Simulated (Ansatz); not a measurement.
# CH₅NO₂Sn: how energies converge with the basis set

Aim: see how fast density functionals converge with the basis set for CH₅NO₂Sn.

Computed with Ansatz 0.2.0, Gaussian basis. Level: one geometry, several basis sets.

Levels to be run: PBE0-D4/def2-SVP; ωB97M-V/def2-SVP; PBE0-D4/def2-QZVPP; ωB97M-V/def2-QZVPP; the functionals' def2-TZVPP values are taken from earlier runs.

## (1) The geometry

An earlier PBE0-D4 in a triple-zeta def2 set relaxation fixed the geometry. Sn takes the def2 core potential; no spin-orbit term is included.

10 atoms, charge 0, spin multiplicity 1.

Atoms are counted from 1 here; the program's logs count them from 0.

Bond lengths: N1–Sn2 2.017 Å, N1–H6 1.012 Å, N1–H7 1.012 Å, Sn2–O3 1.967 Å, Sn2–C4 2.208 Å, Sn2–H8 1.705 Å, O3–H9 0.963 Å, C4–O5 1.200 Å, C4–H10 1.114 Å. Angles: Sn2–N1–H6 113.7°, Sn2–N1–H7 113.7°, H6–N1–H7 107.8°, N1–Sn2–O3 111.8°, N1–Sn2–C4 108.9°, N1–Sn2–H8 107.8°, O3–Sn2–C4 99.6°, O3–Sn2–H8 109.6°, C4–Sn2–H8 119.0°, Sn2–O3–H9 110.0°, Sn2–C4–O5 117.8°, Sn2–C4–H10 122.0°, O5–C4–H10 120.1°.

As a file:

| atom | x (Å) | y (Å) | z (Å) |
| --- | --- | --- | --- |
| N1 | 0.0530 | -0.1771 | 1.9299 |
| Sn2 | -0.5544 | 0.3118 | 0.0695 |
| O3 | 0.4615 | 1.8331 | -0.6531 |
| C4 | 0.0942 | -1.2652 | -1.3337 |
| O5 | 0.8177 | -0.9481 | -2.2366 |
| H6 | 1.0554 | -0.1244 | 2.0582 |
| H7 | -0.3818 | 0.3753 | 2.6575 |
| H8 | -2.2092 | 0.7149 | 0.1509 |
| H9 | 0.9592 | 1.5573 | -1.4297 |
| H10 | -0.2125 | -2.3286 | -1.2098 |

## (2) PBE0-D4 in def2-SVP

File in.yaml:

```yaml
crystal:
  periodic: [false, false, false]
  atoms:
    - {symbol: N, position_ang: [0.052985, -0.177118, 1.929878]}
    - {symbol: Sn, position_ang: [-0.554397, 0.311790, 0.069541]}
    - {symbol: O, position_ang: [0.461504, 1.833119, -0.653133]}
    - {symbol: C, position_ang: [0.094203, -1.265237, -1.333684]}
    - {symbol: O, position_ang: [0.817672, -0.948073, -2.236636]}
    - {symbol: H, position_ang: [1.055444, -0.124418, 2.058242]}
    - {symbol: H, position_ang: [-0.381777, 0.375293, 2.657478]}
    - {symbol: H, position_ang: [-2.209182, 0.714865, 0.150942]}
    - {symbol: H, position_ang: [0.959151, 1.557300, -1.429734]}
    - {symbol: H, position_ang: [-0.212501, -2.328621, -1.209794]}
basis:
  gaussian: {orbitals: def2-SVP}
hamiltonian: {xc: pbe0, dispersion: d4}
output: {orbitals: {seedname: orbitals}}
```

Run with:

```sh
ansatz run in.yaml --threads 4 --pin off --events-out ev --progress --plain --max-ram 10444MiB
```

After this run come: ωB97M-V in def2-SVP; PBE0-D4 in def2-QZVPP; ωB97M-V in def2-QZVPP.

**Question.** What will the summary of the whole plan be? Wanted: PBE0-D4: double and triple zeta above quadruple; ωB97M-V: double and triple zeta above quadruple.

**Answer**, as computed:

| quantity | value |
| --- | --- |
| PBE0-D4: double and triple zeta above quadruple | 9.12, 0.46 eV |
| ωB97M-V: double and triple zeta above quadruple | 9.36, 0.44 eV |

**Reading.** PBE0-D4 gains 8.66 eV from double to triple zeta, then 0.46 eV more. Total energies overstate the basis error of differences, where much of it tends to cancel. The LUMO of ωB97M-V is positive and keeps falling with the basis (0.76 to 0.25 eV): an unbound level that the basis holds in place.
